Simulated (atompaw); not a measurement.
**A PAW (atompaw) potential for Ga, from input to tests**

Aim: build the potential from the settings below, then test how well it stands in for the atom: scattering, ghost states and the plane-wave cutoff that it needs.

Method: atompaw 4.2.0.5, PBE, scalar-relativistic.

## (1) The atom and the settings

The settings as typed:

| Item | Value |
| --- | --- |
| element | gallium (Ga, Z = 31) |
| type | PAW |
| frozen core | [Ar] 3d10 |
| valence charge | 3 |
| reference configuration | 4s2 4p1 |
| partial waves | 4s (bound): rc 2.30 bohr; 4s channel at 1.05 Ry: rc 2.30 bohr; 4p (bound): rc 2.30 bohr; 4p channel at 0.6 Ry: rc 2.30 bohr; 4d channel at -0.15 Ry: rc 2.25 bohr; 4d channel at 1.15 Ry: rc 2.30 bohr |
| local potential | vpsmatchnc scheme with l = 3 at 0 Ry, radius 1.55 bohr |
| core correction | smooth core density matched at 1.60 bohr |
| augmentation charge | gaussian compensation charge, radius 2.20 bohr; PAW radius 2.30 bohr; waves and projectors: custom rrkj vanderbiltortho |

The nodes and maxima of the atom's own shells, from an earlier all-electron run, set the scale for the radii.

All-electron outer shells of the reference configuration (PBE, scalar-relativistic, ld1.x):

| shell | level (eV) | outermost node (bohr) | outermost maximum (bohr) |
| --- | --- | --- | --- |
| 3p | -98.86 | 0.24 | 0.56 |
| 3d | -19.15 | – | 0.53 |
| 4s | -8.95 | 0.81 | 1.90 |
| 4p | -2.58 | 0.87 | 2.53 |

## (2) Generation

File Ga.input:

```
Ga 31
GGA-PBE scalarrelativistic loggrid 1500 logderivrange -3 5 201
4 4 3 0 0 0
4 1 1
0 0 0
c
c
c
v
c
c
v
c
2
2.30 2.20 1.55 1.60
y
1.05
n
y
0.6
n
y
-0.15
y
1.15
n
custom rrkj vanderbiltortho gaussian
3 0 vpsmatchnc
2.30
2.30
2.30
2.30
2.25
2.30
PWSCFOUT
UPFDX 0.0125d0 UPFXMIN -7.d0 UPFZMESH 31.d0
END
```

Started as:

```
$ atompaw < Ga.input > Ga.log
```

What does the calculation give? Wanted: cutoffs for 10 and 1 mRy, occupied levels; bound ghosts; largest phase difference near zero energy, channels read; lowest eigenvalue of the overlap; share of valence orbitals outside the PAW sphere; UPF file.

As calculated:

| quantity | value |
| --- | --- |
| cutoffs for 10 and 1 mRy, occupied levels | 6 Ry or less and 8 Ry |
| bound ghosts | s at -821.66 eV, d at -19.27 eV |
| largest phase difference near zero energy, channels read | 0.000 rad |
| lowest eigenvalue of the overlap (Bessel basis) | 0.038 (s) |
| share of valence orbitals outside the PAW sphere | 4s 45 %, 4p 75 % |
| UPF file | written |

In words: It has a bound ghost (s, d), a state that the atom doesn't have, and that rules the file out. Close by lies the frozen 3d level (-19.2 eV). The potential is soft on the atom: the looser tolerance needs 6 Ry or less. The slowest occupied level is 4p: taken alone it needs 8 Ry to come within 1 mRy, against 6 Ry or less for 4s. Near zero energy the phases of the channels with partial waves agree within 0.001 rad.
